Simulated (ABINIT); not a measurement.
C, 2 atoms in the cell. Symmetry: Fd-3m, No. 227, cubic system. The conventional cell has a = 3.606 Å, b = 3.606 Å, c = 3.606 Å, α = 90.00°, β = 90.00°, γ = 90.00°. Around C (site symmetry -43m) lie 4 C at 1.56 Å. This isn't the form of C at room conditions, which is graphite. The cell isn't the ideal one: cell relaxed.

```yaml
Program: ABINIT 10.8.3 (patched build)
Task: single point
Functional: PBEsol
Potentials_or_basis: PseudoDojo NC SR PBEsol v0.4.1 standard
Cutoff: 503 eV
k_mesh: 10 × 10 × 10
Occupations: fermi-dirac, width 0.05 eV
Spin: no spin polarisation
```

Potentials or basis: PseudoDojo NC SR PBEsol v0.4.1 standard.

Command:

```console
$ abinit run.abi > log 2>&1
```

Hardware: 1 thread of Arm Neoverse V1, with other jobs on the host.

Question: How long does it take, and how much memory?

Answer: Run time: 2.5 s on 1 thread of Arm Neoverse V1 (shared host), peak memory 0.07 GiB. Counts: scf iterations 6, mpi ranks 1, k points 47, bands 8, plane waves 311.
